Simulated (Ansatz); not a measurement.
# C9H19N: a ladder of functionals and wavefunction methods

One table from this session's results is given with a row withheld; the runs are named, their logs left out.

Method: functionals in def2-TZVPP, the program's frozen cores in correlated methods; program: Ansatz 0.2.0, Gaussian basis.

Plan: PBE-D4, r2SCAN-D4, PBE0-D4, B3LYP-D4, ωB97X-V, ωB97M-V, B2PLYP; CCSD(T)/def2-TZVPP; MP2/def2-QZVPP; extrapolation to the limit.

**The relaxed structure**

All runs share one geometry, relaxed beforehand with PBE0-D4 in a triple-zeta def2 set.

SMILES `CC1(C)CCCC(C)(C)N1`, 29 atoms, charge 0, spin multiplicity 1.

Atoms are counted from 1 here; the program's logs count them from 0.

Bond lengths: C1–C2 1.531 Å, C1–H11 1.090 Å, C1–H12 1.094 Å, C1–H13 1.092 Å, C2–C3 1.522 Å, C2–C4 1.530 Å, C2–N10 1.470 Å, C3–H14 1.094 Å, C3–H15 1.092 Å, C3–H16 1.094 Å, C4–C5 1.531 Å, C4–H17 1.094 Å, C4–H18 1.094 Å, C5–C6 1.531 Å, C5–H19 1.093 Å, C5–H20 1.093 Å, C6–C7 1.525 Å, C6–H21 1.093 Å and more. Angles: C2–C1–H11 111.9°, C2–C1–H12 110.8°, C2–C1–H13 109.7°, H11–C1–H12 107.9°, H11–C1–H13 107.6°, H12–C1–H13 108.8°, C1–C2–C3 108.2°, C1–C2–C4 110.2°, C1–C2–N10 109.7°, C3–C2–C4 109.4°, C3–C2–N10 107.6°, C4–C2–N10 111.6°, C2–C3–H14 110.8°, C2–C3–H15 111.0°, C2–C3–H16 110.4°, H14–C3–H15 108.1°, H14–C3–H16 108.5°, H15–C3–H16 108.0° and more.

Set-up of the first run:

The input, in.yaml:

```yaml
crystal:
  periodic: [false, false, false]
  atoms:
    - {symbol: C, position_ang: [-1.049035, -0.285114, -2.070525]}
    - {symbol: C, position_ang: [0.189797, 0.146061, -1.280363]}
    - {symbol: C, position_ang: [1.372118, 0.195143, -2.237386]}
    - {symbol: C, position_ang: [-0.028846, 1.531702, -0.670138]}
    - {symbol: C, position_ang: [-1.080725, 1.533786, 0.442683]}
    - {symbol: C, position_ang: [-1.207236, 0.178932, 1.143927]}
    - {symbol: C, position_ang: [0.081892, -0.635316, 1.139636]}
    - {symbol: C, position_ang: [-0.181957, -2.002756, 1.762238]}
    - {symbol: C, position_ang: [1.164888, 0.068638, 1.965959]}
    - {symbol: N, position_ang: [0.494278, -0.856703, -0.250142]}
    - {symbol: H, position_ang: [-1.936596, -0.334789, -1.438968]}
    - {symbol: H, position_ang: [-1.254519, 0.415488, -2.885275]}
    - {symbol: H, position_ang: [-0.888194, -1.278367, -2.493896]}
    - {symbol: H, position_ang: [2.273628, 0.543646, -1.724717]}
    - {symbol: H, position_ang: [1.172666, 0.872673, -3.070428]}
    - {symbol: H, position_ang: [1.569945, -0.798168, -2.650250]}
    - {symbol: H, position_ang: [-0.310618, 2.235548, -1.459069]}
    - {symbol: H, position_ang: [0.931199, 1.882947, -0.280811]}
    - {symbol: H, position_ang: [-0.828296, 2.311210, 1.168739]}
    - {symbol: H, position_ang: [-2.056895, 1.812314, 0.037229]}
    - {symbol: H, position_ang: [-1.979607, -0.424895, 0.659630]}
    - {symbol: H, position_ang: [-1.533289, 0.315776, 2.178493]}
    - {symbol: H, position_ang: [-0.963981, -2.523300, 1.206814]}
    - {symbol: H, position_ang: [0.720623, -2.619434, 1.727140]}
    - {symbol: H, position_ang: [-0.488580, -1.911202, 2.808276]}
    - {symbol: H, position_ang: [0.861507, 0.158830, 3.012864]}
    - {symbol: H, position_ang: [1.385795, 1.069014, 1.592144]}
    - {symbol: H, position_ang: [2.092877, -0.511092, 1.941126]}
    - {symbol: H, position_ang: [1.477150, -1.090572, -0.274920]}
basis:
  gaussian: {orbitals: def2-TZVPP}
hamiltonian: {xc: pbe, dispersion: d4}
output: {forces: true, orbitals: {seedname: orbitals}}
```

Run with:

```bash
ansatz run in.yaml --threads 4 --pin off --events-out ev --progress --plain --max-ram 66560MiB --backend cuda --devices 0, --max-vram 37GiB
```

Among the steps run: PBE-D4 (GGA); r2SCAN-D4 (meta-GGA); PBE0-D4 (hybrid); B3LYP-D4 (hybrid); ωB97X-V (range-separated); ωB97M-V (range-separated); B2PLYP (double hybrid); CCSD(T) in def2-TZVPP; MP2 in def2-QZVPP.

One of the session's tables, all rows but one given; the rest of the session is left out.

```
            method  atoms, summed (eV)  atomisation energy (kcal/mol)
            PBE-D4          -10998.531                         2869.1
         r2SCAN-D4          -11009.071                         2815.2
           PBE0-D4          -11001.886                         2836.4
          B3LYP-D4          -11017.352                         2812.6
           ωB97X-V          -11012.855                         2818.5
           ωB97M-V          -11009.678                         2821.1
            B2PLYP          -11006.631                         2780.4
     HF/def2-TZVPP          -10969.765                         2092.5
    MP2/def2-TZVPP          -10988.537                         2783.0
   CCSD/def2-TZVPP          -10993.973                         2713.5
CCSD(T)/def2-TZVPP          -10994.532                         2750.4
           MP2/CBS                   ?                              ?
       CCSD(T)/CBS          -10997.755                         2810.7
```

**Question.** Estimate the row for MP2/CBS.

**Answer.** atoms, summed (eV): -10991.760; atomisation energy (kcal/mol): 2843.3. In the column «atoms, summed (eV)» it lies between CCSD/def2-TZVPP (-10993.973) and MP2/def2-TZVPP (-10988.537).
